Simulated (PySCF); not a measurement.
**[BiH3]2+: forces at shaken geometries**

Aim: move all atoms of relaxed [BiH3]2+ at random and read energies and forces. The structure is generated, not taken from experiment.

The runs use PySCF 2.14.0; r2SCAN, Bi def2-SVP with ECP60, H def2-SVP; scalar-relativistic core potentials, no spin–orbit coupling.

2 further runs of the same task are left out: 2 for a known fault of the program.

**1. Starting geometry**

4 atoms, charge 2, spin multiplicity 1.

Bond lengths: Bi1–H2 1.776 Å, Bi1–H3 1.776 Å, Bi1–H4 1.776 Å. Angles: H2–Bi1–H3 120.0°, H2–Bi1–H4 120.0°, H3–Bi1–H4 120.0°.

Geometry (Å):

```xyz
4
BiH3
Bi    0.0000    0.0000    0.0000
H     1.7756    0.0000    0.0000
H    -0.8878    1.5377    0.0000
H    -0.8878   -1.5377    0.0000
```

Formal oxidation states: Bi +5. An earlier session relaxed this geometry at r2SCAN, Bi def2-SVP with ECP60, H def2-SVP (singlet, point group D3h).

Its energy there is -215.568057 Eh.

**2. Atoms moved at random, σ = 0.03 Å**

run.py (the lines that set the calculation) reads:

```python
mol = gto.M(atom='''
Bi     0.00640    -0.03123     0.00751
H      1.76429     0.02037     0.00383
H     -0.89347     1.52958     0.01042
H     -0.87722    -1.51872    -0.02176''',
    basis={'Bi': 'def2-SVP', 'H': 'def2-SVP'},
    ecp={'Bi': 'def2-SVP'},
    charge=2, spin=0)
mf = dft.RKS(mol, xc='R2SCAN')
mf.grids.atom_grid = (50, 194)
mf = mf.density_fit()  # fitting sets: Bi def2-universal-JKFIT, H def2-universal-JKFIT
mf.conv_tol = 1e-08; mf.max_cycle = 55
mf.kernel(dm0)  # dm0: the density of the relaxed state
```

Started as:

```sh
$ OMP_NUM_THREADS=2 python run.py
```

Log:

```text
init E= -215.586071839924
  HOMO = -0.839291544052847  LUMO = -0.663633253854925  gap/eV = 4.77991
cycle= 1 E= -215.567032436653  delta_E= 0.019  |g|= 0.021  |ddm|= 0.0599
  HOMO = -0.840149405450783  LUMO = -0.669968525428405  gap/eV = 4.63086
cycle= 2 E= -215.566964973815  delta_E= 6.75e-05  |g|= 0.0226  |ddm|= 0.0706
  HOMO = -0.842486625605483  LUMO = -0.669043492876556  gap/eV = 4.71963
cycle= 3 E= -215.567254427437  delta_E= -0.000289  |g|= 0.00111  |ddm|= 0.0405
  HOMO = -0.842191519455508  LUMO = -0.668871059351262  gap/eV = 4.71629
cycle= 4 E= -215.567255137166  delta_E= -7.1e-07  |g|= 0.000249  |ddm|= 0.00251
  HOMO = -0.842200679773319  LUMO = -0.668896439173263  gap/eV = 4.71585
cycle= 5 E= -215.567255155577  delta_E= -1.84e-08  |g|= 6.06e-05  |ddm|= 0.000536
  HOMO = -0.842192055658218  LUMO = -0.668885412558386  gap/eV = 4.71591
cycle= 6 E= -215.567255156877  delta_E= -1.3e-09  |g|= 1.55e-05  |ddm|= 0.000123
  HOMO = -0.84219167230924  LUMO = -0.668885608325057  gap/eV = 4.71590
Extra cycle  E= -215.567255156835  delta_E= 4.2e-11  |g|= 1.76e-05  |ddm|= 5.63e-05
converged SCF energy = -215.567255156835
```

It took 0.8 s on 2 threads of Arm Neoverse V1, shared host.

It gives: E = -215.567255 Eh (+0.022 eV from the relaxed state), HOMO -22.92 eV, LUMO -18.20 eV, Mulliken charge on Bi1 +1.24 e, largest force component 0.894 eV/Å. 

```
atom      Fx      Fy  Fz (eV/Å)
 Bi1  -0.085   0.894     -0.040
  H2   0.208  -0.054      0.017
  H3   0.150  -0.289      0.017
  H4  -0.273  -0.552      0.007
```

**3. Atoms moved at random, σ = 0.03 Å**

run.py (the lines that set the calculation): that of step 2 with these lines changed.

```diff
@@ -1,6 +1,6 @@
 mol = gto.M(atom='''
-Bi     0.00640    -0.03123     0.00751
-H      1.76429     0.02037     0.00383
-H     -0.89347     1.52958     0.01042
-H     -0.87722    -1.51872    -0.02176''',
+Bi     0.04053     0.02234    -0.01744
+H      1.75810    -0.03355    -0.05443
+H     -0.87554     1.52004     0.00575
+H     -0.92308    -1.50883     0.06612''',
     basis={'Bi': 'def2-SVP', 'H': 'def2-SVP'},
```

Started as:

```sh
$ OMP_NUM_THREADS=2 python run.py
```

Log:

```text
init E= -215.586928499714
  HOMO = -0.837810403637248  LUMO = -0.663537978633904  gap/eV = 4.74219
cycle= 1 E= -215.56620225307  delta_E= 0.0207  |g|= 0.0293  |ddm|= 0.0988
  HOMO = -0.836837677336256  LUMO = -0.670472426679146  gap/eV = 4.52703
cycle= 2 E= -215.566054807734  delta_E= 0.000147  |g|= 0.0321  |ddm|= 0.0995
  HOMO = -0.840248836868491  LUMO = -0.669282252784597  gap/eV = 4.65224
cycle= 3 E= -215.566642525753  delta_E= -0.000588  |g|= 0.00131  |ddm|= 0.0573
  HOMO = -0.839942416163784  LUMO = -0.669127527261567  gap/eV = 4.64811
cycle= 4 E= -215.566643532542  delta_E= -1.01e-06  |g|= 0.000236  |ddm|= 0.00288
  HOMO = -0.839955498494466  LUMO = -0.669154323737009  gap/eV = 4.64774
cycle= 5 E= -215.566643549663  delta_E= -1.71e-08  |g|= 7.93e-05  |ddm|= 0.000566
  HOMO = -0.839947041433146  LUMO = -0.669141942786327  gap/eV = 4.64784
cycle= 6 E= -215.566643551835  delta_E= -2.17e-09  |g|= 1.54e-05  |ddm|= 0.000152
  HOMO = -0.839946966513527  LUMO = -0.669142893770927  gap/eV = 4.64782
Extra cycle  E= -215.566643551801  delta_E= 3.37e-11  |g|= 1.68e-05  |ddm|= 5.37e-05
converged SCF energy = -215.566643551801
```

Wall time 0.8 s (2 threads of Arm Neoverse V1, shared host).

It gives: E = -215.566644 Eh (+0.038 eV from the relaxed state), HOMO -22.86 eV, LUMO -18.21 eV, Mulliken charge on Bi1 +1.24 e, largest force component 1.026 eV/Å. 

| atom | Fx | Fy | Fz (eV/Å) |
| --- | --- | --- | --- |
| Bi1 | -1.026 | -0.613 | 0.147 |
| H2 | 0.785 | 0.017 | -0.056 |
| H3 | -0.039 | 0.265 | -0.036 |
| H4 | 0.280 | 0.331 | -0.055 |

**4. Atoms moved at random, σ = 0.15 Å**

run.py (the lines that set the calculation): that of step 3 with these lines changed.

```diff
@@ -1,6 +1,6 @@
 mol = gto.M(atom='''
-Bi     0.04053     0.02234    -0.01744
-H      1.75810    -0.03355    -0.05443
-H     -0.87554     1.52004     0.00575
-H     -0.92308    -1.50883     0.06612''',
+Bi     0.11016    -0.04869     0.27624
+H      1.70697     0.00291    -0.34902
+H     -0.75426     1.80201    -0.03372
+H     -1.06287    -1.75623     0.10650''',
     basis={'Bi': 'def2-SVP', 'H': 'def2-SVP'},
```

Started as:

```sh
$ OMP_NUM_THREADS=2 python run.py
```

Log:

```text
init E= -215.218928979315
  HOMO = -0.888292441796603  LUMO = -0.771834565209573  gap/eV = 3.16898
cycle= 1 E= -215.526663782439  delta_E= -0.308  |g|= 0.101  |ddm|= 0.528
  HOMO = -0.779499209835484  LUMO = -0.671176048303527  gap/eV = 2.94762
cycle= 2 E= -215.526580657744  delta_E= 8.31e-05  |g|=  0.1  |ddm|= 0.416
  HOMO = -0.791485179640062  LUMO = -0.681304456342626  gap/eV = 2.99817
cycle= 3 E= -215.530522702491  delta_E= -0.00394  |g|= 0.0334  |ddm|= 0.233
  HOMO = -0.792014176389833  LUMO = -0.682970514806785  gap/eV = 2.96723
cycle= 4 E= -215.531247234454  delta_E= -0.000725  |g|= 0.0116  |ddm|= 0.086
  HOMO = -0.793434206414461  LUMO = -0.683203543778917  gap/eV = 2.99953
cycle= 5 E= -215.531336390089  delta_E= -8.92e-05  |g|= 0.00262  |ddm|= 0.0247
  HOMO = -0.793412116215325  LUMO = -0.683524117502223  gap/eV = 2.99020
cycle= 6 E= -215.531339632991  delta_E= -3.24e-06  |g|= 0.000677  |ddm|= 0.00599
  HOMO = -0.793507896625314  LUMO = -0.683548704360515  gap/eV = 2.99214
cycle= 7 E= -215.531339939904  delta_E= -3.07e-07  |g|= 0.000192  |ddm|= 0.00177
  HOMO = -0.793501088369187  LUMO = -0.683548658623634  gap/eV = 2.99196
cycle= 8 E= -215.531339961692  delta_E= -2.18e-08  |g|= 2.06e-05  |ddm|= 0.000348
  HOMO = -0.7934988773786  LUMO = -0.683548326143347  gap/eV = 2.99191
cycle= 9 E= -215.531339961888  delta_E= -1.96e-10  |g|= 1.44e-06  |ddm|= 4.39e-05
  HOMO = -0.793498928404392  LUMO = -0.68354798504267  gap/eV = 2.99192
Extra cycle  E= -215.531339961888  delta_E= -5.68e-14  |g|= 1.84e-06  |ddm|= 6.51e-06
converged SCF energy = -215.531339961888
```

Wall time 0.9 s (2 threads of Arm Neoverse V1, shared host).

Read off: E = -215.531340 Eh (+0.999 eV from the relaxed state), HOMO -21.59 eV, LUMO -18.60 eV, Mulliken charge on Bi1 +1.16 e, largest force component 2.960 eV/Å. 

```csv
atom,Fx,Fy,Fz (eV/Å)
Bi1,-2.960,0.418,-1.259
H2,1.250,-0.200,0.035
H3,0.652,-1.543,0.692
H4,1.058,1.325,0.532
```

**5. Results**

| σ (Å) | energy rise (eV) | harmonic estimate −½ F·u (eV) | largest force component (eV/Å) |
| --- | --- | --- | --- |
| 0.03 | 0.022 | 0.022 | 0.89 |
| 0.03 | 0.038 | 0.039 | 1.03 |
| 0.15 | 0.999 | 0.778 | 2.96 |

Every displacement raises the energy. For a harmonic well the rise equals −½ F·u; the two differ by at most 22 % here (a move with σ = 0.15 Å), from anharmonicity, the grid and the small forces left at the relaxed point. These are double-zeta-type bases without diffuse functions. Spin–orbit coupling is left out.
